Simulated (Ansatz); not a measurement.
# Ta2 (quintet): wave-function methods side by side, def2-TZVPP

The task here is to estimate one member of a computed series from the others.

Method: def2-TZVPP, core rule «outside noble gas», up to 8 orbitals frozen; program: Ansatz 0.2.0, Gaussian basis.

The runs, in order: UHF; ROHF; CCSD(T) on UHF.

**What is computed**

The geometry is a PBE0/def2-TZVP stationary point (not a proven minimum) of the parent state, kept for this charge and spin. No spin-orbit coupling is included. Elements past krypton take def2 core potentials.

2 atoms, charge 0, spin multiplicity 5.

Atoms are counted from 1 here; the program's logs count them from 0.

Bond lengths: Ta1–Ta2 2.422 Å.

Set-up of the first run:

in.yaml

```yaml
crystal:
  periodic: [false, false, false]
  atoms:
    - {symbol: Ta, position_ang: [0.000000, 0.000000, 0.000000]}
    - {symbol: Ta, position_ang: [0.000000, 0.000000, 2.421800]}
basis:
  gaussian: {orbitals: def2-TZVPP}
magnetization: {spin_polarized: true, initial_magnetization: 4}
hamiltonian: {xc: hf}
output: {orbitals: {seedname: orbitals}}
```

Command:

```sh
$ ansatz run in.yaml --threads 1 --pin off --events-out ev --progress --plain --max-ram 4096MiB --backend cpu
```

Among the steps run: UHF; ROHF; CCSD(T) on UHF.

One of the session's tables, all rows but one given; the rest of the session is left out.

| method | from UCCSD(T) (meV) |
| --- | --- |
| ROHF | +9047.4 |
| UMP2 | +1846.7 |
| UCCSD | ? |
| UCCSD(T) | 0 |

Estimate the missing values for UCCSD.

As computed: from UCCSD(T) (meV): +909.4. In the column «from UCCSD(T) (meV)» it lies between UCCSD(T) (0) and UMP2 (+1846.7).

Left out of the table: UHF (another determinant or state than the rows shown).

The program flags UCCSD(T) as in doubt (see the logs), so the zero of the table is itself unsure.

To keep in mind: The determinant is far from a pure spin state, so its energy mixes those of several spin states (harmless only where they are near-degenerate, as at dissociation). The program flags UCCSD(T) as in doubt, so the zero of the table is itself unsure. Warnings: spin contamination; coupled cluster took another determinant than the lowest.
